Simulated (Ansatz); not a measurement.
This script drives Ansatz's Python interface.

The script, `run_freq.py`:
```python
"""Harmonic frequencies of Cl4Si at its relaxed geometry."""

import ansatz as az
from ase import Atoms
from ase.thermochemistry import IdealGasThermo
import numpy as np

geometry = (
    az.Crystal.molecule()
    .atom("Cl", (-0.9376, -0.1083, 1.7848))
    .atom("Si", (-0.0114, -0.0091, -0.0043))
    .atom("Cl", (1.6068, -1.1853, 0.0795))
    .atom("Cl", (-1.1608, -0.666, -1.477))
    .atom("Cl", (0.5529, 1.895, -0.4244))
)

setup = (
    geometry.calculation()
    .basis(gaussian="6-31G*")
    .functional("pbe0")
)
symbols = [site.symbol for site in geometry.cartesian_sites]
start = np.array([site.position_ang for site in geometry.cartesian_sites], dtype=float)
r = setup.relax(force_tolerance=0.003).run().report
end = np.array(r["positions_ang"])

print("final positions (A) and the move of each atom")
for symbol, xyz, old in zip(symbols, end, start):
    print(f"{symbol:2s} {xyz[0]:10.5f} {xyz[1]:10.5f} {xyz[2]:10.5f}   {np.linalg.norm(xyz - old):7.4f}")

# frequencies need a stationary point, so they are taken at the relaxed geometry
minimum = az.Crystal.molecule()
for symbol, xyz in zip(symbols, end):
    minimum = minimum.atom(symbol, xyz.tolist())
vibrating = (
    minimum.calculation()
    .basis(gaussian="6-31G*")
    .functional("pbe0")
    .phonons(temperatures=(100, 500, 100))
)
vib = vibrating.run().report["vibrations"]
sums = vib["harmonic_sums"]
modes = [m["omega_inv_cm"] for m in sums["modes_at_gamma"] if m["rigid_motion"] == "no"]
for number, w in enumerate(modes, start=1):
    print(f"mode {number:2d} {w:9.1f} 1/cm {w / 8065.544 * 1000:8.2f} meV")
print("imaginary modes:", sum(w < 0 for w in modes), " zero-point energy:", round(sums["zero_point_energy_ev"], 4), "eV")
# rigid rotor and ideal gas, symmetry number taken as one
gas = IdealGasThermo(vib_energies=[w / 8065.544 for w in modes if w > 0], geometry="linear" if len(modes) == 3 * len(symbols) - 5 else "nonlinear",
                     atoms=Atoms(symbols, positions=end), symmetrynumber=1, spin=0.0)
print(f"H(298 K) - E = {gas.get_enthalpy(298.15, verbose=False):.4f} eV")
print(f"S(298 K, 1 bar) = {96485.33 * gas.get_entropy(298.15, 1e5, verbose=False):.1f} J/(mol K) with symmetry number 1")
```

It is started by `python run_freq.py`. Estimate its wall time and peak memory on 1 thread of Arm Neoverse V2, on a shared host.

It took about 2.2 min, with a peak of 0.35 GiB, for 2 runs of the engine.

```console
$ python run_freq.py
final positions (A) and the move of each atom
Cl   -0.96799   -0.08792    1.77212    0.0387
Si    0.00996   -0.01478   -0.00831    0.0225
Cl    1.66445   -1.19236    0.07856    0.0581
Cl   -1.21887   -0.68049   -1.48418    0.0603
Cl    0.56237    1.90185   -0.39959    0.0274
mode  1     146.4 1/cm    18.16 meV
mode  2     146.4 1/cm    18.16 meV
mode  3     220.8 1/cm    27.37 meV
mode  4     220.8 1/cm    27.37 meV
mode  5     220.8 1/cm    27.37 meV
mode  6     419.9 1/cm    52.06 meV
mode  7     627.6 1/cm    77.81 meV
mode  8     627.6 1/cm    77.82 meV
mode  9     627.7 1/cm    77.83 meV
imaginary modes: 0  zero-point energy: 0.202 eV
H(298 K) - E = 0.4030 eV
S(298 K, 1 bar) = 351.9 J/(mol K) with symmetry number 1
```

The frequencies are harmonic and unscaled, in a modest basis. The result belongs to the one conformer reached from this start, and soft torsions count as harmonic oscillators. The entropy takes a symmetry number of 1; a symmetric molecule's is lower by R ln(sigma).

(Lines on the test bed's own set-up are left out of the output.)
